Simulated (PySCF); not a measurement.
# RuOCl: structure of the quartet

The task is one start of a wider search on RuOCl: the quartet, from a linear start. It is relaxed, tested by its Hessian and followed downhill if it is a saddle.

Computed with PySCF 2.14.0. Level: PBE0, basis Ru def2-TZVP with ECP28, O def2-TZVP, Cl def2-TZVP, scalar-relativistic core potentials, no spin–orbit coupling, density fitting.

## Step 1: Where the work starts

3 atoms, charge 0, spin multiplicity 4.

Bond lengths: Ru1–O2 1.710 Å, Ru1–Cl3 2.240 Å. Angles: O2–Ru1–Cl3 180.0°.

```xyz
3
charge 0 multiplicity 4
Ru    0.0000    0.0000    0.0000
O     0.0000    0.0000   -1.7100
Cl    0.0000    0.0000    2.2400
```

## Step 2: First SCF at the start

One driver script runs all steps and calls PySCF; scf.py shows how it sets up the SCF of each step. The optimiser is the driver's own. After this first run the driver tries any further starts and a stability analysis.

Contents of scf.py:

```python
from pyscf import gto, scf, dft
mol = gto.M(atom='''
Ru     0.000000     0.000000     0.000000
O      0.000000     0.000000    -1.710000
Cl     0.000000     0.000000     2.240000''',
    basis={'Ru': 'def2-TZVP', 'O': 'def2-TZVP', 'Cl': 'def2-TZVP'},
    ecp={'Ru': 'def2-TZVP'},
    charge=0, spin=3)
mf = dft.UKS(mol, xc='PBE0')
mf.grids.atom_grid = (50, 194)
aux = {'Ru': 'def2-universal-JKFIT', 'O': 'def2-universal-JKFIT', 'Cl': 'def2-universal-JKFIT'}
mf = mf.density_fit(auxbasis=aux)
mf.conv_tol = 1e-08
mf.diis_space = 10
mf.max_cycle = 60
mf.init_guess = 'minao'
mf.verbose = 4
mf.kernel()
```

Run with:

```bash
OMP_NUM_THREADS=4 python axn.py task.json out
```

The log of the run:

```text
init E= -622.250169667078
[... the frontier-level lines of each cycle are left out ...]
cycle= 1 E= -629.262598642008  delta_E= -7.01  |g|= 1.23  |ddm|= 3.15
cycle= 2 E= -622.269838221959  delta_E= 6.99  |g|=  3.2  |ddm|= 8.61
cycle= 3 E= -629.903802166721  delta_E= -7.63  |g|= 0.635  |ddm|= 8.53
cycle= 4 E= -629.716827802465  delta_E= 0.187  |g|= 0.97  |ddm|= 0.754
cycle= 5 E= -630.082833180278  delta_E= -0.366  |g|= 0.0851  |ddm|= 0.435
cycle= 6 E= -630.085294863487  delta_E= -0.00246  |g|= 0.0488  |ddm|= 0.0978
cycle= 7 E= -630.086410517433  delta_E= -0.00112  |g|= 0.0132  |ddm|= 0.039
cycle= 8 E= -630.086575163673  delta_E= -0.000165  |g|= 0.00611  |ddm|= 0.0206
cycle= 9 E= -630.08661998708  delta_E= -4.48e-05  |g|= 0.0021  |ddm|= 0.0103
cycle= 10 E= -630.086634973293  delta_E= -1.5e-05  |g|= 0.00148  |ddm|= 0.00675
cycle= 11 E= -630.086643299603  delta_E= -8.33e-06  |g|= 0.000631  |ddm|= 0.00694
cycle= 12 E= -630.086644535427  delta_E= -1.24e-06  |g|= 0.000193  |ddm|= 0.00297
cycle= 13 E= -630.086644641152  delta_E= -1.06e-07  |g|= 9.21e-05  |ddm|= 0.000738
cycle= 14 E= -630.086644669285  delta_E= -2.81e-08  |g|= 3.87e-05  |ddm|= 0.000324
cycle= 15 E= -630.086644676487  delta_E= -7.2e-09  |g|= 1.74e-05  |ddm|= 0.000164
Extra cycle  E= -630.08664467824  delta_E= -1.75e-09  |g|= 2.88e-05  |ddm|= 6.13e-05
converged SCF energy = -630.08664467824  <S^2> = 3.7709777  2S+1 = 4.0104751
```

This step, with its further starts and checks, ran for 11 s (4 threads of Arm Neoverse V1, shared host).

The starts that the driver tried:

```
                      start  energy (Eh)
    the minimal-basis guess  -630.086645
a thermally smeared density  -630.099948
      a smeared PBE density  -630.100420
```

This is not the lowest solution: one lies 36.2 kJ/mol lower, at -630.10042 Eh, and the relaxation starts from that.

## Step 3: Relaxation: linear start, quartet

The program finds C∞v symmetry in the start, which this walk keeps.

Changes to scf.py since step 2:

```diff
@@ -3,3 +3,3 @@
-Ru     0.000000     0.000000     0.000000
-O      0.000000     0.000000    -1.710000
-Cl     0.000000     0.000000     2.240000''',
+Ru     0.000000    -0.000000    -0.333483
+O      0.000000    -0.000000    -2.043483
+Cl     0.000000     0.000000     1.906517''',
@@ -16 +15,0 @@
-mf.init_guess = 'minao'
```

The optimiser's trace:

```
step  energy (Eh)  change (kJ/mol)  largest symmetric gradient (Eh/bohr)
   0  -630.100420             0.00                               0.01313
   1  -630.100614            -0.51                               0.00108
   2  -630.100618            -0.52                               0.00025
   3  -630.100618            -0.52                               0.00002
```

The walk took 6.3 s.

Positions (Å) and forces (eV/Å) along the way:

```
step 0
Ru   0.000   0.000  -0.333   0.000   0.000  -0.675
O    0.000   0.000  -2.043   0.000   0.000   0.621
Cl   0.000   0.000   1.907   0.000   0.000   0.054
step 1
Ru   0.000   0.000  -0.340   0.000   0.000   0.008
O    0.000   0.000  -2.033   0.000   0.000  -0.056
Cl   0.000   0.000   1.903   0.000   0.000   0.048
step 2
Ru   0.000   0.000  -0.341   0.000   0.000  -0.013
O    0.000   0.000  -2.034   0.000   0.000   0.002
Cl   0.000   0.000   1.905   0.000   0.000   0.010
step 3
Ru   0.000   0.000  -0.341   0.000   0.000  -0.001
O    0.000   0.000  -2.034   0.000   0.000   0.001
Cl   0.000   0.000   1.905   0.000   0.000   0.001
```

It settles in C∞v symmetry, 0.5 kJ/mol below the start, after 3 steps: Ru–Cl 2.246 Å, Ru–O 1.694 Å; Cl–Ru–O 180.0°.

## Step 4: Is it a minimum? Harmonic modes

The point is checked on the finer grid, and tightened if its gradient asks for it. The Hessian and the dipole derivatives come from central differences of analytic gradients, with steps of 0.02 bohr.

Changes to scf.py since step 3:

```diff
@@ -3,3 +3,3 @@
-Ru     0.000000    -0.000000    -0.333483
-O      0.000000    -0.000000    -2.043483
-Cl     0.000000     0.000000     1.906517''',
+Ru    -0.000000    -0.000000    -0.336557
+O     -0.000000    -0.000000    -2.030093
+Cl     0.000000     0.000000     1.909350''',
@@ -10 +10 @@
-mf.grids.atom_grid = (50, 194)
+mf.grids.atom_grid = (75, 302)
@@ -13 +13 @@
-mf.conv_tol = 1e-08
+mf.conv_tol = 1e-10
```

The driver hands on the density of the step before, so the log starts near convergence.

SCF at the final geometry:

```text
init E= -630.100601522244
[... the frontier-level lines of each cycle are left out ...]
cycle= 1 E= -630.100601522468  delta_E= -2.24e-10  |g|= 4.99e-06  |ddm|= 2.1e-05
cycle= 2 E= -630.100601522693  delta_E= -2.24e-10  |g|= 5.04e-06  |ddm|= 2.1e-05
cycle= 3 E= -630.100601522736  delta_E= -4.32e-11  |g|= 4.99e-06  |ddm|= 4.11e-06
Extra cycle  E= -630.100601522959  delta_E= -2.24e-10  |g|= 4.99e-06  |ddm|= 2.1e-05
converged SCF energy = -630.100601522959  <S^2> = 3.8056577  2S+1 = 4.0277327
```

The whole step took 2.9 min.

Geometry: C∞v; Ru–Cl 2.246 Å, Ru–O 1.694 Å; Cl–Ru–O 180.0°.

Modes, for the most abundant isotopes:

```
ω (cm⁻¹)  IR (km/mol)
    174i          9.4
     118         10.1
     395         51.1
     900          100
```

With 1 mode imaginary (up to 174i cm⁻¹) this point is a saddle.

Here the density breaks the symmetry of the frame, and no labels are given; pairs that should be degenerate can split.

Properties at this point:

```
Dipole moment                                                   : 0.13 D
Highest occupied level                                          : -7.52 eV
Lowest empty level                                              : -4.75 eV
Rotational constants                                            : 0.08225 cm⁻¹
Zero-point energy (real modes)                                  : 8.5 kJ/mol
Principal polarisabilities                                      : 34.4, 35.7, 80.8 bohr³
Atomisation energy without zero-point energy                    : 762 kJ/mol
Principal traceless quadrupole moments about the centre of mass : -9.87, 4.53, 5.33 D Å
Spin squared ⟨S²⟩                                               : 3.806
```

Charges (e) and bond orders:

```tsv
atom	Mulliken	Löwdin	polar tensor	spin (Mulliken)	Mayer order to Ru1
Ru1	0.85	0.32	1.10	2.77	–
O2	-0.48	-0.27	-0.54	0.20	1.89
Cl3	-0.37	-0.04	-0.55	0.02	0.98
```

Mulliken populations on Ru1 (outside its core potential): s 2.61, p 6.19, d 6.33, f 0.02.

## Step 5: Following the imaginary mode

The atoms are moved a little along the softest imaginary mode and relaxed again.

The program finds Cs symmetry in the start, which this walk keeps.

Changes to scf.py since step 4:

```diff
@@ -3,3 +3,3 @@
-Ru    -0.000000    -0.000000    -0.336557
-O     -0.000000    -0.000000    -2.030093
-Cl     0.000000     0.000000     1.909350''',
+Ru     0.000009    -0.033038    -0.336557
+O     -0.000034     0.120000    -2.030093
+Cl    -0.000012     0.041389     1.909350''',
@@ -10 +10 @@
-mf.grids.atom_grid = (75, 302)
+mf.grids.atom_grid = (50, 194)
@@ -13 +13 @@
-mf.conv_tol = 1e-10
+mf.conv_tol = 1e-08
```

Steps of the walk:

```
step  energy (Eh)  change (kJ/mol)  largest symmetric gradient (Eh/bohr)
   0  -630.101323             0.00                               0.00837
   1  -630.102134            -2.13                               0.00891
   2  -630.103427            -5.53                               0.01007
   3  -630.105224           -10.24                               0.01019
   4  -630.107209           -15.45                               0.01298
   5  -630.110361           -23.73                               0.04589
   6  -630.113380           -31.66                               0.00768
   7  -630.114406           -34.35                               0.00544
   8  -630.114876           -35.58                               0.00405
   9  -630.114902           -35.65                               0.00069
  10  -630.114904           -35.66                               0.00003
```

The walk took 22 s.

Positions (Å) and forces (eV/Å) along the way:

```
step 0
Ru   0.000  -0.033  -0.337  -0.008  -0.293  -0.383
O    0.000   0.120  -2.030   0.005   0.150   0.430
Cl   0.000   0.041   1.909   0.004   0.143  -0.047
step 1
Ru   0.000  -0.065  -0.341  -0.008  -0.458  -0.096
O    0.000   0.138  -2.018   0.004   0.257   0.097
Cl   0.000   0.055   1.901   0.003   0.201  -0.002
step 5
Ru   0.000  -0.479  -0.372   0.000   1.537  -1.450
O    0.000   0.370  -1.877   0.000  -1.282   2.359
Cl   0.000   0.237   1.791   0.000  -0.256  -0.909
step 10
Ru   0.000  -0.505  -0.375   0.000   0.000  -0.002
O    0.000   0.382  -1.785   0.000  -0.001   0.001
Cl   0.000   0.251   1.703   0.000   0.001   0.001
```

End point (Cs, 10 steps, 35.7 kJ/mol gained): Ru–Cl 2.211 Å, Ru–O 1.666 Å; Cl–Ru–O 127.8°.

## Step 6: Vibrations and properties at this point

As before: finer grid, then central differences.

Changes to scf.py since step 5:

```diff
@@ -3,3 +3,3 @@
-Ru     0.000009    -0.033038    -0.336557
-O     -0.000034     0.120000    -2.030093
-Cl    -0.000012     0.041389     1.909350''',
+Ru     0.000075    -0.265882    -0.327640
+O     -0.000175     0.621305    -1.738320
+Cl    -0.000138     0.490631     1.749906''',
@@ -10 +10 @@
-mf.grids.atom_grid = (50, 194)
+mf.grids.atom_grid = (75, 302)
@@ -13 +13 @@
-mf.conv_tol = 1e-08
+mf.conv_tol = 1e-10
```

Log of the central SCF (cycles and frontier levels):

```text
init E= -630.114838996023
[... the frontier-level lines of each cycle are left out ...]
cycle= 1 E= -630.114838996061  delta_E= -3.76e-11  |g|= 2.06e-06  |ddm|= 9.08e-06
Extra cycle  E= -630.114838996102  delta_E= -4.09e-11  |g|= 2.25e-06  |ddm|= 9.19e-06
converged SCF energy = -630.114838996102  <S^2> = 3.7678516  2S+1 = 4.0089159
```

The whole step ran for 40 s (4 threads of Arm Neoverse V1, shared host).

Geometry: Cs; Ru–Cl 2.211 Å, Ru–O 1.666 Å; Cl–Ru–O 127.8°.

Modes, for the most abundant isotopes:

```tsv
symmetry	ω (cm⁻¹)	IR (km/mol)	μ (u)	type
a'	141	12.0	21.60	bend
a'	404	48.0	41.16	stretch
a'	998	125	18.05	stretch
```

No imaginary mode, so this is a minimum.

Constants and moments:

```yaml
Dipole_moment: 2.50 D
Highest_occupied_level: -7.40 eV
Lowest_empty_level: -3.72 eV
Rotational_constants: 0.9049, 0.09944, 0.0896 cm⁻¹
Zero-point_energy: 9.2 kJ/mol
Principal_polarisabilities: 34.7, 42.6, 69.6 bohr³
Atomisation_energy_without_zero-point_energy: 799 kJ/mol
Principal_traceless_quadrupole_moments_about_the_centre_of_mass: -6.79, 2.64, 4.15 D Å
Entropy_at_298.15_K_and_1_bar_electronic_part_spin_only: 302.9 J/(mol K)
Heat_capacity_Cp_at_298.15_K: 49.0 J/(mol K)
Enthalpy_at_298.15_K_above_0_K: 12.55 kJ/mol
Rotational_symmetry_number: 1
Spin_squared_⟨S²⟩: 3.768
```

Populations by atom (charges in e):

```csv
atom,Mulliken,Löwdin,polar tensor,spin (Mulliken),Mayer order to Ru1
Ru1,0.92,0.27,1.21,2.47,–
O2,-0.52,-0.26,-0.67,0.48,1.90
Cl3,-0.39,-0.01,-0.54,0.05,1.00
```

Mulliken populations on Ru1 (outside its core potential): s 2.45, p 6.22, d 6.40, f 0.02.

## Step 7: All stationary points

| spin | group | bonds | imaginary modes (cm⁻¹) | ΔE (kJ/mol) | with zero-point energy |
| --- | --- | --- | --- | --- | --- |
| quartet | Cs | Ru–Cl 2.211 Å, Ru–O 1.666 Å | none | 0.0 | 0.0 |
| quartet | C∞v (density of lower symmetry) | Ru–Cl 2.246 Å, Ru–O 1.694 Å | 174i | 37.4 | – |

## Step 8: Outcome

| quantity | value |
| --- | --- |
| minimum | quartet, Cs |
| geometry | Ru–Cl 2.211 Å, Ru–O 1.666 Å; Cl–Ru–O 127.8° |
| wavenumbers (cm⁻¹) | 141 (a'), 404 (a'), 998 (a') |
| dipole moment | 2.50 D |
| highest occupied, lowest empty level (either spin) | -7.40, -3.72 eV |
| polar-tensor charge of Ru1 | +1.21 e |
| zero-point energy | 9.2 kJ/mol |
| entropy at 298.15 K | 302.9 J/(mol K) |
| atomisation energy (no zero-point energy) | 799 kJ/mol |
| ⟨S²⟩ | 3.768 |

In words: From C∞v at the start the molecule goes to a Cs minimum, after a stop at a saddle point 37.4 kJ/mol higher, from which it was pushed off along an imaginary mode. The strongest infrared band lies at 998 cm⁻¹ (a', stretch). Most of the spin sits on Ru1 (Mulliken spin 2.47, against 3 for the whole molecule). The first SCF alone would have been 36 kJ/mol too high. Other starts or spin states, not run here, may lie lower. Open d and f shells are described by one determinant, and the ground state may have another occupation or spin.

The search up to here took 4.2 min.
